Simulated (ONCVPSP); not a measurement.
**An ONCV potential for Co, from input to tests**

Task: generate the file, and judge it by its errors in other configurations, its logarithmic derivatives, its ghosts and its cutoff.

Program: ONCVPSP 4.0.1.1 (patched build). Reference atom: PBEsol, scalar-relativistic, spherical and spin-unpolarised. All values are calculated.

### 1 Settings

Typed settings, in words:

- element: cobalt (Co, Z = 27)
- type: optimised norm-conserving Vanderbilt (ONCV)
- frozen core: [Ne] 3s2
- valence charge: 15
- reference configuration: 3p6 3d7 4s2
- partial waves: 4s: rc 2.15 bohr, ncon 4, nbas 7, qcut 2.9 1/bohr, 2 projectors, debl 2.4 Ha; 3p: rc 0.80 bohr, ncon 5, nbas 9, qcut 11.4 1/bohr, 2 projectors, debl 1.3 Ha; 3d: rc 1.40 bohr, ncon 5, nbas 9, qcut 12.7 1/bohr, 1 projector
- local potential: polynomial inside 0.50 bohr (lpopt 5, dvloc0 0 Ha)
- core correction: Teter function, fcfact 5.75, rcfact 1

An earlier all-electron run gives the scale for the radii.

All-electron outer shells of the reference configuration (PBEsol, scalar-relativistic, ld1.x):

```
shell  level (eV)  outermost node (bohr)  outermost maximum (bohr)
   3s     -102.14                   0.31                      0.66
   3p      -65.51                   0.28                      0.68
   3d       -8.23                      –                      0.66
   4s       -5.49                   0.96                      2.32
   4p       -1.25                   1.05                      3.21
```

### 2 Generating the potential

Co.dat

```
# ATOM AND REFERENCE CONFIGURATION
# atsym  z   nc   nv     iexc    psfile
  Co 27.00    4    3  -116133      upf
#
#   n    l    f
    1    0    2.00
    2    0    2.00
    2    1    6.00
    3    0    2.00
    3    1    6.00
    3    2    7.00
    4    0    2.00
#
# PSEUDOPOTENTIAL AND OPTIMIZATION
# lmax
    2
#
#   l,   rc,      ep,       ncon, nbas, qcut
    0    2.15    0.00    4    7    2.90
    1    0.80    0.00    5    9   11.40
    2    1.40    0.00    5    9   12.70
#
# LOCAL POTENTIAL
# lloc, lpopt,  rc(5),   dvloc0
    4    5    0.50    0.00
#
# VANDERBILT-KLEINMAN-BYLANDER PROJECTORs
# l, nproj, debl
    0    2    2.40
    1    2    1.30
    2    1    2.30
#
# MODEL CORE CHARGE
# icmod, fcfact, rcfact
    3    5.75    1.00
#
# LOG DERIVATIVE ANALYSIS
# epsh1, epsh2, depsh
   -4.00    5.00    0.02
#
# OUTPUT GRID
# rlmax, drl
    6.00    0.01
#
# TEST CONFIGURATIONS
# ncnf
    4
# nvcnf
#   n    l    f
    3
    3    1    6.00
    3    2    7.00
    4    0    1.00
#
    3
    3    1    6.00
    3    2    7.00
    4    0    0.00
#
    3
    3    1    6.00
    3    2    6.00
    4    0    0.00
#
    3
    3    1    6.00
    3    2    6.00
    4    0    2.00
#
```

On the command line:

```
$ oncvpsp.x < Co.dat > Co.out
```

Q: Predict the outcome of this session. Wanted: cutoffs for 1 and 0.1 mHa per electron, occupied waves; bound ghosts; GHOST(+) flags; largest test error; largest phase difference near zero energy, channels read; rms error of d²Exc/dn², without and with the model core; projector energies reset by the program.

The runs gave:

| quantity | value |
| --- | --- |
| cutoffs for 1 and 0.1 mHa per electron, occupied waves | 69 Ha and 334 Ha |
| bound ghosts | s at -436.57 eV |
| GHOST(+) flags | s at 101 eV |
| largest test error (AE − PS) | +78 meV, for 3p6 3d6 4s0 |
| largest phase difference near zero energy, channels read | 0.003 rad |
| rms error of d²Exc/dn², without and with the model core | 4.08 and 3.75 mHa |
| projector energies reset by the program | p: -2.407, 0.250 Ha |

What this shows: It has a bound ghost (s), a state that the atom doesn't have, and that rules the file out. By total energies transferability is fair: the largest error is 78 meV on 61.6 eV, for 3p6 3d6 4s0. That test lies far up in energy; among those under 40 eV, nearer to bonding, the largest error is 38 meV. By its cutoff, 69 Ha for the looser tolerance, it is very hard. The tighter tolerance needs 334 Ha, and converged work needs a cutoff nearer that. Near zero energy the phases of the channels with partial waves agree within 0.003 rad. The program also flags highly localised states, GHOST(+) (s). All of this concerns the isolated atom, not yet a solid.
